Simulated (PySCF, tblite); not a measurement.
**C3H9OSi2 radical: geometry, infrared bands and EPR parameters**

Wanted: the infrared bands and EPR parameters of C3H9OSi2 radical (`[CH2][SiH2]CC(=O)[SiH3]`), by calculation.

Programs: tblite 0.8.0 and PySCF 2.14.0, with density-fitted response routines of our own. Each step states its level of theory. These are calculated values for one molecule in the gas phase, unless marked as measured. Atoms count from 0, in the outputs and in this text.

### 1 The starting structure

15 atoms, charge 0, multiplicity 2; geometry from: force field or distance geometry start.

Bonds of the start (Å): C0–Si1 1.80, Si1–C2 1.86, C2–C3 1.49, C3–O4 1.23, C3–Si5 1.89, C0–H6 1.09, C0–H7 1.09, Si1–H8 1.48, Si1–H9 1.50, C2–H10 1.10, C2–H11 1.09, Si5–H12 1.50, Si5–H13 1.49, Si5–H14 1.49.

### 2 Geometry optimisation with GFN2-xTB

What the job is given:

```
{"job": {"kind": "relax", "xc": "GFN2-xTB", "basis": "xTB"}, "charge": 0, "multiplicity": 2}
C     -2.740700     0.980000    -0.570000
Si    -1.473500    -0.222900    -0.158300
C      0.209100     0.253600    -0.797400
C      1.310600    -0.672900    -0.416800
O      1.605200    -1.687000    -1.038900
Si     2.299000    -0.338000     1.162800
H     -3.207200     0.955700    -1.551700
H     -3.079700     1.690700     0.184300
H     -1.875400    -1.555600    -0.663300
H     -1.391000    -0.316200     1.333800
H      0.173200     0.287800    -1.898600
H      0.452100     1.271100    -0.480400
H      2.185900    -1.444500     2.162300
H      1.787600     0.887300     1.830700
H      3.740100    -0.081000     0.879500
```

Command:

```bash
OMP_NUM_THREADS=1 python probes_run.py task.json out
```

This one command runs all jobs of the session in turn.

Output:

```text
step      E/eV     max force
  0    -501.00506    2.191
  1    -501.13982    0.953
  2    -501.17897    0.817
  3    -501.19880    0.324
  4    -501.21082    0.261
  5    -501.22100    0.285
  6    -501.22655    0.225
  7    -501.23044    0.157
  8    -501.23320    0.145
  9    -501.23633    0.166
 10    -501.24011    0.207
 11    -501.24352    0.158
 12    -501.24551    0.119
 13    -501.24661    0.100
 14    -501.24753    0.101
 15    -501.24850    0.105
 16    -501.24957    0.101
 17    -501.25076    0.103
 18    -501.25197    0.086
 19    -501.25310    0.075
 20    -501.25410    0.086
 21    -501.25492    0.076
 22    -501.25553    0.062
 23    -501.25590    0.051
 24    -501.25608    0.029
 25    -501.25619    0.027
 26    -501.25632    0.026
 27    -501.25644    0.029
 28    -501.25652    0.026
 29    -501.25657    0.018
 30    -501.25661    0.014
 31    -501.25665    0.016
 32    -501.25669    0.014
 33    -501.25673    0.018
 34    -501.25676    0.018
 35    -501.25680    0.015
 36    -501.25684    0.018
 37    -501.25687    0.013
 38    -501.25689    0.016
 39    -501.25691    0.013
 40    -501.25693    0.011
 41    -501.25695    0.011
 42    -501.25697    0.014
 43    -501.25699    0.016
 44    -501.25702    0.014
 45    -501.25705    0.015
 46    -501.25707    0.011
 47    -501.25709    0.013
 48    -501.25712    0.015
 49    -501.25715    0.017
 50    -501.25719    0.021
 51    -501.25724    0.019
 52    -501.25727    0.016
 53    -501.25732    0.018
 54    -501.25736    0.021
 55    -501.25741    0.017
 56    -501.25745    0.013
 57    -501.25748    0.016
 58    -501.25752    0.020
 59    -501.25760    0.029
 60    -501.25772    0.036
 61    -501.25788    0.033
 62    -501.25802    0.029
 63    -501.25814    0.031
 64    -501.25828    0.037
 65    -501.25841    0.033
 66    -501.25852    0.022
 67    -501.25860    0.021
 68    -501.25868    0.031
 69    -501.25882    0.041
 70    -501.25900    0.042
 71    -501.25915    0.029
 72    -501.25922    0.016
 73    -501.25926    0.016
 74    -501.25929    0.017
 75    -501.25932    0.015
 76    -501.25935    0.018
 77    -501.25937    0.011
 78    -501.25939    0.011
 79    -501.25941    0.013
 80    -501.25943    0.011
 81    -501.25945    0.008
```

Wall time 0.52 s (1 thread of Arm Neoverse V1, shared host).

Step by step: (not every step is listed)

```tsv
step	energy from step 0 (eV)	largest force (eV/Å)
0	0.0000	2.1911
1	-0.1348	0.9533
2	-0.1739	0.8171
3	-0.1937	0.3240
4	-0.2058	0.2615
5	-0.2159	0.2854
6	-0.2215	0.2251
7	-0.2254	0.1574
8	-0.2281	0.1452
14	-0.2425	0.1007
20	-0.2490	0.0859
26	-0.2513	0.0257
32	-0.2516	0.0145
38	-0.2518	0.0161
44	-0.2520	0.0144
50	-0.2521	0.0207
56	-0.2524	0.0133
62	-0.2530	0.0288
68	-0.2536	0.0308
74	-0.2542	0.0167
76	-0.2543	0.0177
77	-0.2543	0.0108
78	-0.2543	0.0112
79	-0.2543	0.0134
80	-0.2544	0.0114
81	-0.2544	0.0081
```

Close pairs (by a distance rule), those that changed most:

```tsv
bond	before (Å)	after (Å)	change (Å)
Si1–C2	1.862	1.945	+0.083
C0–Si1	1.795	1.833	+0.038
Si5–H12	1.495	1.459	-0.036
C3–Si5	1.893	1.927	+0.033
Si1–H9	1.497	1.467	-0.030
Si5–H14	1.491	1.462	-0.029
Si5–H13	1.486	1.465	-0.022
Si1–H8	1.481	1.464	-0.017
```

The end geometry stands in the next job.

### 3 Harmonic vibrations with GFN2-xTB

What the job is given:

```
{"job": {"kind": "ir", "xc": "GFN2-xTB", "basis": "xTB"}, "charge": 0, "multiplicity": 2}
C     -2.731111     0.930776    -0.638888
Si    -1.464363    -0.240547    -0.020375
C      0.229307     0.335489    -0.784697
C      1.256152    -0.651354    -0.403842
O      1.466206    -1.662831    -1.045154
Si     2.287697    -0.363523     1.197767
H     -3.130550     0.878118    -1.636983
H     -3.093113     1.759425    -0.056544
H     -1.680647    -1.616215    -0.471674
H     -1.310430    -0.171985     1.437255
H      0.101697     0.364622    -1.866357
H      0.466336     1.327867    -0.410384
H      2.267272    -1.605238     1.963687
H      1.688529     0.744620     1.945109
H      3.642603    -0.021235     0.769167
```

Output:

```text
mode    cm-1     km/mol
  1      16.9      0.55
  2      44.2      0.60
  3      66.3      0.87
  4      90.0      1.76
  5     123.5      2.85
  6     158.6      1.85
  7     249.5      4.24
  8     385.3      7.03
  9     401.2     11.08
 10     441.6     43.10
 11     512.0     44.78
 12     543.7     52.03
 13     569.0     21.02
 14     574.3     78.99
 15     639.7      2.31
 16     665.3     65.31
 17     696.0     23.80
 18     734.3     35.15
 19     759.0     96.19
 20     761.1    318.09
 21     767.6    316.19
 22     778.3    283.33
 23     838.4     39.01
 24     862.4     45.52
 25    1043.7      6.65
 26    1103.9     39.48
 27    1137.7      6.25
 28    1389.1      1.07
 29    1446.9      4.97
 30    1681.3    432.42
 31    2222.4    261.55
 32    2254.6     86.28
 33    2259.9    391.67
 34    2286.3    265.59
 35    2309.8    272.56
 36    2989.4     17.79
 37    3011.9     28.23
 38    3092.5      1.64
 39    3132.6     20.85
```

Run time: 0.51 s. Hardware: 1 thread of Arm Neoverse V1, shared host.

The strongest bands and the atoms that carry them (share of the mass-weighted mode):

```tsv
cm⁻¹	km/mol	atoms
761	318.1	H12 47 %, H14 27 %, H13 20 %
768	316.2	H13 26 %, H14 26 %, H8 18 %, H9 18 %
778	283.3	H13 30 %, H14 29 %, H12 20 %
1681	432.4	C3 59 %, O4 39 %
2222	261.6	H9 93 %
2260	391.7	H13 80 %, H8 16 %
2286	265.6	H14 96 %
2310	272.6	H12 96 %
```

### 4 EPR parameters: B3LYP/pcH-1

Same as in step 3 but for these lines:

```diff
@@ -1,2 +1,2 @@
-{"job": {"kind": "ir", "xc": "GFN2-xTB", "basis": "xTB"}, "charge": 0, "multiplicity": 2}
+{"job": {"kind": "epr", "basis": "pcH-1"}, "charge": 0, "multiplicity": 2}
 C     -2.731111     0.930776    -0.638888
```

Level: UKS B3LYP, pcH-1 on C H O Si, non-relativistic, mean-field spin-orbit, GIAO.

Output:

```text
UKS, coarse grid
  cycle   1  E = -773.76655728  |g| = 6.09e-01
  cycle   2  E = -772.64216513  |g| = 1.60e+00
  cycle   3  E = -773.86528654  |g| = 2.82e-01
  cycle   4  E = -773.90841248  |g| = 7.70e-02
  cycle   5  E = -773.91141532  |g| = 1.97e-02
  cycle   6  E = -773.91157250  |g| = 8.58e-03
  cycle   7  E = -773.91161648  |g| = 2.72e-03
  cycle   8  E = -773.91162154  |g| = 1.16e-03
  cycle   9  E = -773.91162193  |g| = 5.31e-04
UKS, final grid
  cycle   1  E = -773.91167056  |g| = 6.82e-04
  cycle   2  E = -773.91167033  |g| = 9.62e-04
  cycle   3  E = -773.91167081  |g| = 5.47e-05
  cycle   4  E = -773.91167082  |g| = 4.47e-05
  cycle   5  E = -773.91167082  |g| = 2.66e-05
E = -773.91167082 Eh   <S^2> = 0.7538 (exact 0.7500)
g shifts (ppm)      1          2          3
  rmc          -131       -131       -131
  gc              6         29         30
  oz_so           7        572        716
  total        -118        470        615
hyperfine (MHz)  atom isotope    a_iso     a_fc   dipolar eigenvalues
    0   13C      79.35      79.45    -75.67    -75.13    150.79
    1  29Si      46.67      46.75     -2.61      0.67      1.93
    2   13C      28.90      28.91     -5.04     -4.78      9.82
    3   13C       2.57       2.57     -2.47     -0.86      3.34
    4   17O      -1.26      -1.25     -8.44      2.85      5.59
    5  29Si      -4.46      -4.47     -1.15      0.49      0.66
    6    1H     -57.64     -57.65    -36.58     -0.88     37.46
    7    1H     -58.01     -58.02    -36.72     -0.73     37.45
    8    1H      30.75      30.75     -3.19     -2.22      5.41
    9    1H       5.65       5.65     -3.12     -2.58      5.71
   10    1H      -1.96      -1.96     -4.13     -1.04      5.17
   11    1H      -2.63      -2.63     -4.08     -1.06      5.15
   12    1H       0.91       0.91     -0.40     -0.38      0.78
   13    1H       0.26       0.26     -0.69     -0.51      1.20
   14    1H      -1.06      -1.06     -0.38     -0.32      0.71
```

Run time: 68 s. Hardware: 1 thread of Arm Neoverse V1, shared host; peak memory 0.92 GiB.

Principal g values 2.00220, 2.00279, 2.00293; g(iso) = 2.00264, against 2.00232 for a free electron.

Mean a(iso) over the nuclei that a row names, and the largest dipolar term of the row (other rows stand at the frozen geometry):

```tsv
nuclei	isotope	a(iso) (MHz)	a(iso) (G, at g = 2.0023)	largest dipolar term (MHz)
C0	13C	79.4	28.3	150.8
H6, H7	1H	-57.8	-20.6	37.5
Si1	29Si	46.7	16.7	-2.6
C2	13C	28.9	10.3	9.8
H8, H9	1H	18.2	6.5	5.7
Si5	29Si	-4.5	-1.6	-1.1
C3	13C	2.6	0.9	3.3
H10, H11	1H	-2.3	-0.8	5.2
O4	17O	-1.3	-0.4	-8.4
H12, H13, H14	1H	0.0	0.0	1.2
```

Mulliken spin populations:

C0 1.04; Si1 -0.04; C2 0.04; C3 0.00; O4 0.02; Si5 0.00; H6 -0.04; H7 -0.04; H8 0.02; H9 0.00; H10 0.00; H11 0.00; H12 0.00; H13 0.00; H14 0.00

In first order the couplings over 0.8 MHz of 1H give 27 distinct lines over 55.9 G, if the averaged nuclei exchange fast; the same motion can average rows kept apart here too.

Orbitals, density, ELF and potential are computed afterwards from the orbital file.

ELF in a plane through or near 5 of the atoms.

Ten even steps from '0' (0.00) to '9' (1.00):
```
0000000000000000000000000000
0000000000000000000000000000
0000000000000000000000000000
0000000378830000000000000000
0000001699980000000034200000
0000001899991000000499830000
0000002799990000001799970000
0000222589950000012899960000
0003898211400232136788610000
0017999411411576347656530000
0018999835835437526789981000
0006999736768275512589992000
0001784102556689800159981000
0000110002431499910014520000
0000000001210189910000000000
0000000001110048600000000000
0000000000000001000000000000
0000000000000000000000000000
0000000000000000000000000000
0000000000000000000000000000
```
The map spans 12.4 Å across and 8.9 Å up, centred on the molecule. Atoms in the plane (x, y in Å): C2 (0.1, -0.6), H7 (3.3, 1.3), H10 (0.6, -1.6), H13 (-2.0, 1.7), H14 (-3.6, -0.1).

On the surface of density 0.002 e/bohr³ the electrostatic potential runs, from the 1st to the 99th percentile, from -1.70 V near O4 to 1.24 V near H9.

The spin density lies nearest to C0 67 %; H6, H7 about 10 % each.

### 5 Outcome

| quantity | value |
| --- | --- |
| strongest single infrared mode (GFN2-xTB) | 1681 cm⁻¹, 432 km/mol |
| zero-point energy (GFN2-xTB) | 61.5 kcal/mol |
| g(iso) (B3LYP) | 2.00264 |
| ⟨S²⟩ | 0.754 (exact 0.75) |
| largest a(iso) (averaged by class) | 13C on C0, 79.4 MHz |
| potential on the surface of density 0.002 e/bohr³, 1st and 99th percentile | -1.70 V and 1.24 V |

**Reading.** Relaxing lowered the energy by 0.254 eV in 81 steps; the close pair that moved most is Si1–C2, from 1.862 to 1.945 Å. No mode is imaginary among the 39: a minimum at this level. The strongest single mode, at 1681 cm⁻¹, moves mainly C3 and O4. Unscaled tight-binding wavenumbers are off by several per cent, some by more. Its intensities can rank the bands wrongly. C0 carries the largest spin population, 1.04 e. The isotropic g lies 0.3 ppt above the free-electron value. These values are for one conformer; the search (at its own cheap level) found 2 more, at 0.11, 0.31 kcal/mol, and measured spectra average over such forms.
